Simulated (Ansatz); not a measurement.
# ClGeH3S: basis-set convergence

The task here is to estimate one member of a computed series from the others.

Computed with Ansatz 0.2.0, Gaussian basis. Level: one geometry, several basis sets.

Plan: PBE0-D4/def2-SVP; ωB97M-V/def2-SVP; PBE0-D4/def2-QZVPP; ωB97M-V/def2-QZVPP; the functionals' def2-TZVPP values are taken from earlier runs.

## The geometry

All runs share one geometry, relaxed beforehand with PBE0-D4 in a triple-zeta def2 set.

SMILES `[SH][GeH2][Cl]`, 6 atoms, charge 0, spin multiplicity 1.

Atoms are counted from 1 here; the program's logs count them from 0.

Bond lengths: S1–Ge2 2.205 Å, S1–H4 1.343 Å, Ge2–Cl3 2.156 Å, Ge2–H5 1.532 Å, Ge2–H6 1.530 Å. Angles: Ge2–S1–H4 94.0°, S1–Ge2–Cl3 110.8°, S1–Ge2–H5 111.4°, S1–Ge2–H6 106.8°, Cl3–Ge2–H5 105.9°, Cl3–Ge2–H6 107.6°, H5–Ge2–H6 114.3°.

The first run:

in.yaml

```yaml
crystal:
  periodic: [false, false, false]
  atoms:
    - {symbol: S, position_ang: [-1.173691, -1.327993, -0.086904]}
    - {symbol: Ge, position_ang: [0.432684, 0.138816, 0.275509]}
    - {symbol: Cl, position_ang: [-0.360056, 2.143140, 0.341623]}
    - {symbol: H, position_ang: [-1.332787, -0.975763, -1.373366]}
    - {symbol: H, position_ang: [1.461855, 0.131135, -0.858627]}
    - {symbol: H, position_ang: [1.014095, -0.173236, 1.655665]}
basis:
  gaussian: {orbitals: def2-SVP}
hamiltonian: {xc: pbe0, dispersion: d4}
output: {orbitals: {seedname: orbitals}}
```

Steps of the session up to this table: PBE0-D4 in def2-SVP; ωB97M-V in def2-SVP; PBE0-D4 in def2-QZVPP; ωB97M-V in def2-QZVPP.

One table of the session follows, with a row left open; its other results are not shown here.

It belongs to the step «Functionals by basis». 

```
functional       basis  HOMO (eV)
   PBE0-D4    def2-SVP      -7.70
   PBE0-D4  def2-TZVPP      -7.83
   PBE0-D4  def2-QZVPP      -7.86
   ωB97M-V    def2-SVP      -9.85
   ωB97M-V  def2-TZVPP     -10.02
   ωB97M-V  def2-QZVPP          ?
```

**Question.** Estimate the row for ωB97M-V, def2-QZVPP.

**Answer.** HOMO (eV): -10.05. In the column «HOMO (eV)» it is the lowest.
